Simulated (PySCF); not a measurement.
# ZrSF₂: singlet, from a T-shaped (ligand arrangement 1) start

The task is one start of a wider search on ZrSF₂: the singlet, from a T-shaped (ligand arrangement 1) start. It is relaxed, tested by its Hessian and followed downhill if it is a saddle.

Method: PBE0, basis Zr def2-SVP with ECP28, S def2-SVP, F def2-SVP, scalar-relativistic core potentials, no spin–orbit coupling, density fitting; program: PySCF 2.14.0.

## 1. The system as given

4 atoms, charge 0, spin multiplicity 1.

Bond lengths: Zr1–S2 2.210 Å, Zr1–F3 2.180 Å, Zr1–F4 2.180 Å. Angles: S2–Zr1–F3 88.0°, S2–Zr1–F4 176.0°, F3–Zr1–F4 88.0°.

Coordinates in bohr (charge 0 multiplicity 1):
```
Zr    0.3454    0.0000   -0.5358
S    -3.8284    0.0000   -0.3901
F     0.3454    0.0000    3.5838
F     4.4626    0.0000   -0.3920
```

## 2. T-shaped (ligand arrangement 1) start, singlet: relaxation

One driver script runs all steps and calls PySCF; scf.py shows how it sets up the SCF of each step. The optimiser is the driver's own. Before each start the driver seeks the lowest SCF state from one or more starting densities and follows internal instabilities, so scf.py alone need not reach the same state.

The program finds Cs symmetry in the start, which this walk keeps. The walk stops when the largest gradient is under 0.0003 Eh/bohr and the energy has settled too.

Contents of scf.py:

```python
from pyscf import gto, scf, dft
mol = gto.M(atom='''
Zr     0.182800     0.000000    -0.283520
S     -2.025900     0.000000    -0.206420
F      0.182800     0.000000     1.896480
F      2.361500     0.000000    -0.207420''',
    basis={'Zr': 'def2-SVP', 'S': 'def2-SVP', 'F': 'def2-SVP'},
    ecp={'Zr': 'def2-SVP'},
    charge=0, spin=0)
mf = dft.RKS(mol, xc='PBE0')
mf.grids.atom_grid = (50, 194)
aux = {'Zr': 'def2-universal-JKFIT', 'S': 'def2-universal-JKFIT', 'F': 'def2-universal-JKFIT'}
mf = mf.density_fit(auxbasis=aux)
mf.kernel()
```

Steps of the walk:

```csv
step,energy (Eh),change (kJ/mol),largest symmetric gradient (Eh/bohr)
0,-644.394283,0.00,0.11438
1,-644.440653,-121.75,0.07741
2,-644.447079,-138.62,0.14886
3,-644.469559,-197.64,0.02180
4,-644.480509,-226.39,0.02830
5,-644.491550,-255.37,0.02417
6,-644.495436,-265.58,0.00371
7,-644.495896,-266.79,0.00506
8,-644.495961,-266.96,0.00070
9,-644.495973,-266.99,0.00124
10,-644.495982,-267.01,0.00040
11,-644.495982,-267.01,0.00015
```

The walk needed 26 s of wall time on 4 threads, shared host.

After 11 steps and 267.0 kJ/mol it ends at C2v: Zr–F 1.920 Å (×2), Zr–S 2.211 Å; F–Zr–F 127.1°, F–Zr–S 116.3°, F–Zr–S 116.7°.

## 3. Is it a minimum? Harmonic modes

On the finer grid the gradient is checked again; gradients at displacements of ±0.01 bohr then give force constants and infrared intensities.

Edit scf.py of step 2 so:

```diff
@@ -3,4 +3,4 @@
-Zr     0.182800     0.000000    -0.283520
-S     -2.025900     0.000000    -0.206420
-F      0.182800     0.000000     1.896480
-F      2.361500     0.000000    -0.207420''',
+Zr     0.208056     0.000000     0.111744
+S     -1.739522    -0.000000    -0.934275
+F      0.154190     0.000000     2.031250
+F      1.778576    -0.000000    -0.993187''',
@@ -11 +11 @@
-mf.grids.atom_grid = (50, 194)
+mf.grids.atom_grid = (75, 302)
```

The driver hands on the density of the step before, so the log starts near convergence.

SCF at the final geometry:

```text
init E= -644.496103693223
  HOMO = -0.26516688880926  LUMO = -0.13216995448763  gap/eV = 3.61903
cycle= 1 E= -644.496103693041  delta_E= 1.81e-10  |g|= 2.6e-05  |ddm|= 4.42e-05
  HOMO = -0.26517122353455  LUMO = -0.132163883603887  gap/eV = 3.61931
cycle= 2 E= -644.496103691864  delta_E= 1.18e-09  |g|= 6.35e-05  |ddm|= 0.000106
  HOMO = -0.265167536456158  LUMO = -0.132168211395225  gap/eV = 3.61910
cycle= 3 E= -644.496103693266  delta_E= -1.4e-09  |g|= 5.82e-06  |ddm|= 7.72e-05
  HOMO = -0.265167747044161  LUMO = -0.132168070398123  gap/eV = 3.61911
cycle= 4 E= -644.496103693272  delta_E= -5.23e-12  |g|= 1.11e-06  |ddm|= 4.17e-06
  HOMO = -0.265167910346829  LUMO = -0.13216822316236  gap/eV = 3.61911
Extra cycle  E= -644.49610369327  delta_E= 2.05e-12  |g|= 1.95e-06  |ddm|= 2.28e-06
converged SCF energy = -644.49610369327
```

The whole step took 46 s.

Geometry: C2v; Zr–F 1.920 Å (×2), Zr–S 2.211 Å; F–Zr–F 126.7°, F–Zr–S 116.6° (×2).

Modes, for the most abundant isotopes:

| symmetry | ω (cm⁻¹) | IR (km/mol) | type |
| --- | --- | --- | --- |
| b1 | 73i | 75.2 | bend |
| a1 | 167 | 5.8 | bend |
| b2 | 169 | 5.0 | bend |
| a1 | 550 | 43.6 | stretch |
| a1 | 653 | 148 | stretch |
| b2 | 694 | 183 | stretch |

With 1 mode imaginary (up to 73i cm⁻¹) this point is a saddle.

Constants and moments:

```
Dipole moment                                                   : 2.87 D
Highest occupied level                                          : -7.22 eV
Lowest empty level                                              : -3.60 eV
Rotational constants                                            : 0.1506, 0.09612, 0.05867 cm⁻¹
Zero-point energy (real modes)                                  : 13.4 kJ/mol
Principal polarisabilities                                      : 31.9, 40.9, 64.6 bohr³
Atomisation energy without zero-point energy                    : 1813 kJ/mol
Principal traceless quadrupole moments about the centre of mass : -7.82, -7.13, 14.94 D Å
```

Populations by atom (charges in e):

```json
{"atom": "Zr1", "Mulliken": "1.05", "Löwdin": "0.27", "polar tensor": "2.22", "Mayer order to Zr1": "–"}
{"atom": "S2", "Mulliken": "-0.31", "Löwdin": "0.09", "polar tensor": "-0.75", "Mayer order to Zr1": "2.35"}
{"atom": "F3,4", "Mulliken": "-0.37", "Löwdin": "-0.18", "polar tensor": "-0.73", "Mayer order to Zr1": "1.07"}
```

Mulliken populations on Zr1 (outside its core potential): s 2.21, p 6.42, d 2.20, f 0.12.

## 4. Leaving the saddle point

The start is the last point, displaced along its most imaginary mode.

The program finds Cs symmetry in the start, which this walk keeps.

Edit scf.py of step 3 so:

```diff
@@ -3,4 +3,4 @@
-Zr     0.208056     0.000000     0.111744
-S     -1.739522    -0.000000    -0.934275
-F      0.154190     0.000000     2.031250
-F      1.778576    -0.000000    -0.993187''',
+Zr     0.209253    -0.146799     0.112387
+S     -1.738324     0.115685    -0.933632
+F      0.155387     0.250000     2.031893
+F      1.779773     0.250000    -0.992543''',
@@ -11 +11 @@
-mf.grids.atom_grid = (75, 302)
+mf.grids.atom_grid = (50, 194)
```

Steps of the walk:

```csv
step,energy (Eh),change (kJ/mol),largest symmetric gradient (Eh/bohr)
0,-644.495116,0.00,0.02197
1,-644.497251,-5.61,0.00293
2,-644.497347,-5.86,0.00090
3,-644.497382,-5.95,0.00085
4,-644.497385,-5.96,0.00027
```

The walk took 10 s.

It settles in Cs symmetry, 6.0 kJ/mol below the start, after 4 steps: Zr–F 1.913 Å (×2), Zr–S 2.208 Å; F–Zr–F 120.5°, F–Zr–S 113.4° (×2).

## 5. Is it a minimum? Harmonic modes

As before: finer grid, then central differences.

Edit scf.py of step 4 so:

```diff
@@ -3,4 +3,4 @@
-Zr     0.209253    -0.146799     0.112387
-S     -1.738324     0.115685    -0.933632
-F      0.155387     0.250000     2.031893
-F      1.779773     0.250000    -0.992543''',
+Zr     0.208842    -0.200810     0.112166
+S     -1.709764     0.155518    -0.918292
+F      0.163624     0.292558     1.958815
+F      1.723398     0.292558    -0.945320''',
@@ -11 +11 @@
-mf.grids.atom_grid = (50, 194)
+mf.grids.atom_grid = (75, 302)
```

SCF at the final geometry:

```text
init E= -644.49728144201
  HOMO = -0.264480842320245  LUMO = -0.12691244012025  gap/eV = 3.74343
cycle= 1 E= -644.497281441621  delta_E= 3.88e-10  |g|= 5.52e-05  |ddm|= 5.43e-05
  HOMO = -0.264486409739741  LUMO = -0.126914095200235  gap/eV = 3.74353
cycle= 2 E= -644.497281440284  delta_E= 1.34e-09  |g|= 0.000102  |ddm|= 0.000101
  HOMO = -0.264482702389037  LUMO = -0.126913161486648  gap/eV = 3.74346
cycle= 3 E= -644.497281442166  delta_E= -1.88e-09  |g|= 1.56e-06  |ddm|= 6.62e-05
  HOMO = -0.264482793099784  LUMO = -0.126913056657187  gap/eV = 3.74346
cycle= 4 E= -644.497281442171  delta_E= -5.46e-12  |g|= 1.88e-07  |ddm|= 1.97e-06
  HOMO = -0.264482765860298  LUMO = -0.126913090149792  gap/eV = 3.74346
Extra cycle  E= -644.497281442174  delta_E= -2.16e-12  |g|= 4.02e-07  |ddm|= 6.75e-07
converged SCF energy = -644.497281442174
```

The whole step took 47 s.

Geometry: Cs; Zr–F 1.912 Å (×2), Zr–S 2.207 Å; F–Zr–F 119.1°, F–Zr–S 112.9° (×2).

Harmonic modes (main isotopes):

| symmetry | ω (cm⁻¹) | IR (km/mol) | type |
| --- | --- | --- | --- |
| a' | 97 | 52.4 | bend |
| a'' | 166 | 3.9 | bend |
| a' | 167 | 5.9 | bend |
| a' | 553 | 55.5 | stretch |
| a' | 663 | 137 | stretch |
| a'' | 694 | 171 | stretch |

Every mode is real; the point is a minimum.

Constants and moments:

```yaml
Dipole_moment: 4.54 D
Highest_occupied_level: -7.20 eV
Lowest_empty_level: -3.45 eV
Rotational_constants: 0.1521, 0.09541, 0.06191 cm⁻¹
Zero-point_energy: 14.0 kJ/mol
Principal_polarisabilities: 31.6, 40.2, 66.5 bohr³
Atomisation_energy_without_zero-point_energy: 1816 kJ/mol
Principal_traceless_quadrupole_moments_about_the_centre_of_mass: -7.39, -6.66, 14.04 D Å
Entropy_at_298.15_K_and_1_bar: 325.5 J/(mol K)
Heat_capacity_Cp_at_298.15_K: 69.2 J/(mol K)
Enthalpy_at_298.15_K_above_0_K: 16.22 kJ/mol
Rotational_symmetry_number: 1
```

Populations by atom (charges in e):

| atom | Mulliken | Löwdin | polar tensor | Mayer order to Zr1 |
| --- | --- | --- | --- | --- |
| Zr1 | 1.03 | 0.25 | 2.13 | – |
| S2 | -0.30 | 0.09 | -0.72 | 2.36 |
| F3,4 | -0.36 | -0.17 | -0.71 | 1.07 |

Outer orbital energies (eV). occupied: -12.68, -12.30, -12.10, -12.01, -11.70, -8.00, -7.63, -7.20; empty: -3.45, -1.83, -1.80, -0.33.

Mulliken populations on Zr1 (outside its core potential): s 2.23, p 6.39, d 2.23, f 0.12.

## 6. Stability of the closed shell

At the lowest minimum the closed shell is tested against spin polarisation, on the (50, 194) grid. It is stable.

## 7. All stationary points

| spin | group | bonds | imaginary modes (cm⁻¹) | ΔE (kJ/mol) | with zero-point energy |
| --- | --- | --- | --- | --- | --- |
| singlet | Cs | Zr–F 1.912 Å (×2), Zr–S 2.207 Å | none | 0.0 | 0.0 |
| singlet | C2v | Zr–F 1.920 Å (×2), Zr–S 2.211 Å | 73i | 3.1 | – |

## 8. Outcome

```
                                 quantity                                                               value
                                  minimum                                                         singlet, Cs
                                 geometry  Zr–F 1.912 Å (×2), Zr–S 2.207 Å; F–Zr–F 119.1°, F–Zr–S 112.9° (×2)
                       wavenumbers (cm⁻¹)         97 (a'), 166 (a''), 167 (a'), 553 (a'), 663 (a'), 694 (a'')
                            dipole moment                                                              4.54 D
     highest occupied, lowest empty level                                                     -7.20, -3.45 eV
               polar-tensor charge of Zr1                                                             +2.13 e
                        zero-point energy                                                         14.0 kJ/mol
                      entropy at 298.15 K                                                     325.5 J/(mol K)
atomisation energy (no zero-point energy)                                                         1816 kJ/mol
```

**Reading.** From Cs at the start the molecule goes to a Cs minimum, after a stop at a saddle point 3.1 kJ/mol higher, from which it was pushed off along an imaginary mode. The strongest infrared band lies at 694 cm⁻¹ (a'', stretch). Other starts or spin states, not run here, may lie lower.

The search up to here needed 2.3 min of wall time on 4 threads, shared host.
